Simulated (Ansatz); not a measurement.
Born–Oppenheimer molecular dynamics of a periodic cell of 16 atoms, C (start crystal C, start structure diamond, volume 1.05 times the crystal's). It starts from a structure without forces on its atoms.

Level of theory: DFT PBE, scalar-relativistic, plane waves, PAW (Ansatz). Settings: cutoff 420 eV, k mesh 3x3x3, fermi-dirac smearing 0.24 eV, no spin polarisation.

```yaml
ensemble: NVT, Langevin thermostat
time_step: 0.75 fs
steps_asked: 120
set_temperature: 2800 K
friction: 0.02 /fs
seed: 497274
```

First frame:

```xyz
16
Lattice="0.0000 3.6285 3.6285 3.6285 0.0000 3.6285 3.6285 3.6285 0.0000" Properties=species:S:1:pos:R:3
C 0.000 0.000 0.000
C 0.907 0.907 0.907
C 1.814 1.814 0.000
C 2.721 2.721 0.907
C 1.814 0.000 1.814
C 2.721 0.907 2.721
C 3.628 1.814 1.814
C 4.536 2.721 2.721
C 0.000 1.814 1.814
C 0.907 2.721 2.721
C 1.814 3.628 1.814
C 2.721 4.536 2.721
C 1.814 1.814 3.628
C 2.721 2.721 4.536
C 3.628 3.628 3.628
C 4.536 4.536 4.536
```

Problem. What does the run give?

Solution. The run went to its last step.

```yaml
steps_done: 120
time_covered: 90 fs
mean_temperature_over_the_second_half: 2490 K
spread_of_the_potential_energy_over_the_second_half: 45.7 meV per atom
mean_potential_energy_of_the_second_half_above_the_start: 317.7 meV per atom
```

The mean temperature of the second half is 11 % below the set value. A run of 0.09 ps of so small a system gives no equilibrium averages.

Problem. What happens to the structure?

Solution. Mean squared displacements from the first frame to the last, about the centre of mass: C 0.02 Å². Another seed would give other details.

Problem. How do temperature and energy run in time?

Solution. 
```
time (fs)  T (K)  potential energy less start (eV)
      0.0   2625                             0.000
      4.5   1599                             3.018
      9.0   1168                             4.978
     13.5   2035                             3.635
     18.0   1562                             4.172
     22.5   1280                             5.169
     27.0   2618                             3.598
     31.5   2621                             4.160
     36.0   1430                             6.101
     40.5   2861                             3.166
     45.0   2781                             3.295
     49.5   1711                             5.630
     54.0   2230                             5.063
     58.5   2764                             4.102
     63.0   2464                             4.716
     67.5   2589                             5.291
     72.0   2683                             4.304
     76.5   2737                             4.837
     81.0   2338                             5.818
     85.5   2691                             6.219
     90.0   2655                             5.956
```

Time of the run: 11 min on 1 thread of Arm Neoverse V1 (shared host), peak memory 0.34 GiB.
